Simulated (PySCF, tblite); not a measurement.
# C₅H₈BBr: geometry, infrared bands and NMR shifts

Wanted: the infrared bands and NMR shifts of C₅H₈BBr (`C=C(C)/C=C\BBr`), by calculation.

The runs use tblite 0.8.0 and PySCF 2.14.0, with density-fitted response routines of our own; the level of theory stands in each step. All values are computed, except where a source is named. Atoms count from 0, in the outputs and in this text.

### 1 The molecule as given

15 atoms, charge 0, multiplicity 1; geometry from: force field or distance geometry start.

Bonds of the start (Å): C0–C1 1.31, C1–C2 1.49, C1–C3 1.44, C3–C4 1.31, C4–B5 1.53, B5–Br6 2.01, C0–H7 1.11, C0–H8 1.08, C2–H9 1.13, C2–H10 1.11, C2–H11 1.10, C3–H12 1.08, C4–H13 1.09, B5–H14 1.21.

### 2 Geometry optimisation with GFN2-xTB

The job: settings as JSON, then the geometry in Å.

```
{"job": {"kind": "relax", "xc": "GFN2-xTB", "basis": "xTB"}, "charge": 0, "multiplicity": 1}
C     -1.533800    -0.751700    -1.405600
C     -0.659600    -0.273000    -0.558100
C     -1.110800    -0.061100     0.849100
C      0.676100    -0.009500    -1.034300
C      1.676400     0.445000    -0.319800
B      1.480000     0.768400     1.159500
Br     2.393600    -0.370700     2.546600
H     -2.539500    -0.925500    -0.982000
H     -1.320900    -0.953600    -2.443500
H     -2.180600    -0.412700     0.911800
H     -1.050600     1.000100     1.169400
H     -0.542400    -0.738100     1.498600
H      0.876100    -0.226400    -2.078400
H      2.657700     0.614600    -0.767800
H      1.173700     1.902200     1.432800
```

Run with:

```bash
$ OMP_NUM_THREADS=1 python probes_run.py task.json out
```

The driver reads the jobs from task.json and runs them one after another.

**Question.** This job is followed by: GFN2-xTB harmonic vibrations, gas phase; GIAO PBE0/pcSseg-1 NMR shielding, non-relativistic, gas phase. Predict these results of the whole session: strongest single infrared mode (GFN2-xTB); zero-point energy (GFN2-xTB); 13C shifts against TMS (PBE0/pcSseg-1); 1H shifts against TMS (PBE0/pcSseg-1, means over atoms taken as alike); 11B shifts against BF3·OEt2 (PBE0/pcSseg-1); 79Br shifts against HBr (PBE0/pcSseg-1).

The runs gave:

| quantity | value |
| --- | --- |
| strongest single infrared mode (GFN2-xTB) | 1596 cm⁻¹, 250 km/mol |
| zero-point energy (GFN2-xTB) | 72.2 kcal/mol |
| 13C shifts against TMS (PBE0/pcSseg-1) | 163.3, 154.7, 142.6, 137.0, 25.8 ppm |
| 1H shifts against TMS (PBE0/pcSseg-1, means over atoms taken as alike) | 7.50, 7.26, 6.73, 5.87, 5.73, 2.18 ppm |
| 11B shifts against BF3·OEt2 (PBE0/pcSseg-1) | 66.2 ppm |
| 79Br shifts against HBr (PBE0/pcSseg-1) | 573 ppm |

What this shows: The optimisation took 102 steps and gained 0.603 eV; among the close pairs (by a distance rule), B5–Br6 changed most, from 2.014 to 1.881 Å. No mode is imaginary among the 39: a minimum at this level. The strongest single mode, at 1596 cm⁻¹, moves mainly C3 and C4. Unscaled tight-binding wavenumbers are off by several per cent, some by more. Its intensities can rank the bands wrongly. At PBE0/pcSseg-1: The widest tensor belongs to Br6: span 1371 ppm, with a paramagnetic part of -1075 ppm. Spin-orbit coupling is left out, which matters for shieldings and couplings at and beside the heavy atoms.
